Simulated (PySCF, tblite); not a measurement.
# C₄H₁₁OPSi₂: geometry, infrared bands and NMR shifts

Wanted: the infrared bands and NMR shifts of C₄H₁₁OPSi₂ (`C#C[SiH2][Si@@H](P)OCC`), by calculation.

Computed with tblite 0.8.0 and PySCF 2.14.0, with density-fitted response routines of our own, on a single molecule in the gas phase. Atoms count from 0, in the outputs and in this text.

### Step 1. Starting geometry

19 atoms, charge 0, multiplicity 1; geometry from: force field or distance geometry start.

Bonds of the start (Å): C0–C1 1.21, C1–Si2 1.87, Si2–Si3 2.34, Si3–P4 2.22, Si3–O5 1.67, O5–C6 1.42, C6–C7 1.52, C0–H8 1.06, Si2–H9 1.49, Si2–H10 1.48, Si3–H11 1.47, P4–H12 1.41, P4–H13 1.41, C6–H14 1.09, C6–H15 1.09, C7–H16 1.09, C7–H17 1.11, C7–H18 1.10.

### Step 2. Optimising the geometry with GFN2-xTB

The job: settings as JSON, then the geometry in Å.

```
{"job": {"kind": "relax", "xc": "GFN2-xTB", "basis": "xTB"}, "charge": 0, "multiplicity": 1}
C      4.570100    -1.040700    -0.591500
C      3.561400    -0.872300     0.052300
Si     2.024300    -0.634000     1.089200
Si     0.296100     0.119000    -0.298800
P     -0.079200    -1.322800    -1.946100
O     -1.136700     0.268400     0.552900
C     -2.108700     1.197100     0.086000
C     -3.296400     1.139100     1.030900
H      5.452800    -1.185600    -1.164600
H      1.633200    -1.922700     1.729000
H      2.275500     0.357100     2.165800
H      0.637100     1.420600    -0.896400
H      1.266900    -1.516400    -2.318000
H     -0.157400    -2.492700    -1.167300
H     -2.437700     0.943600    -0.923300
H     -1.704000     2.213500     0.100500
H     -3.000800     1.385100     2.053400
H     -3.723200     0.117600     1.052800
H     -4.083200     1.835200     0.715300
```

The run is started by

```bash
OMP_NUM_THREADS=1 python probes_run.py task.json out
```

One launch serves the whole session: the jobs run in the order shown.

**Question.** This job is followed by: GFN2-xTB harmonic vibrations, gas phase; GIAO PBE0/pcSseg-1 NMR shielding, non-relativistic, gas phase. What will the session give for the following? strongest single infrared mode (GFN2-xTB); zero-point energy (GFN2-xTB); 13C shifts against TMS (PBE0/pcSseg-1); 1H shifts against TMS (PBE0/pcSseg-1, means over atoms taken as alike); 29Si shifts against TMS (PBE0/pcSseg-1); 31P shifts against H3PO4 (PBE0/pcSseg-1); 17O shifts against H2O (PBE0/pcSseg-1); surface potential, 1st and 99th percentile.

The runs gave:

| quantity | value |
| --- | --- |
| strongest single infrared mode (GFN2-xTB) | 2156 cm⁻¹, 335 km/mol |
| zero-point energy (GFN2-xTB) | 81.7 kcal/mol |
| 13C shifts against TMS (PBE0/pcSseg-1) | 105.6, 84.1, 63.6, 20.7 ppm |
| 1H shifts against TMS (PBE0/pcSseg-1, means over atoms taken as alike) | 5.95, 4.47, 4.33, 4.00, 3.82, 1.82, 1.18, 1.00 ppm |
| 29Si shifts against TMS (PBE0/pcSseg-1) | -0.1, -99.7 ppm |
| 31P shifts against H3PO4 (PBE0/pcSseg-1) | -298.2 ppm |
| 17O shifts against H2O (PBE0/pcSseg-1) | 28.8 ppm |
| surface potential, 1st and 99th percentile | -0.89 V and 1.27 V |

In words: Over 111 steps the energy fell by 0.308 eV; of the close pairs, Si3–O5 changed most, 1.674 to 1.626 Å. All 51 modes are real, so the xTB geometry is a minimum. The strongest single mode, at 2156 cm⁻¹, moves mainly H9. Unscaled tight-binding wavenumbers are off by several per cent, some by more. Its intensities can rank the bands wrongly. At PBE0/pcSseg-1: The widest tensor belongs to C1: span 282 ppm, with a paramagnetic part of -157 ppm. By nearest atom (PBE0/pcSseg-1), the HOMO sits on P4 47 %; Si3 12 % and the LUMO on Si3 24 %; Si2 14 %.
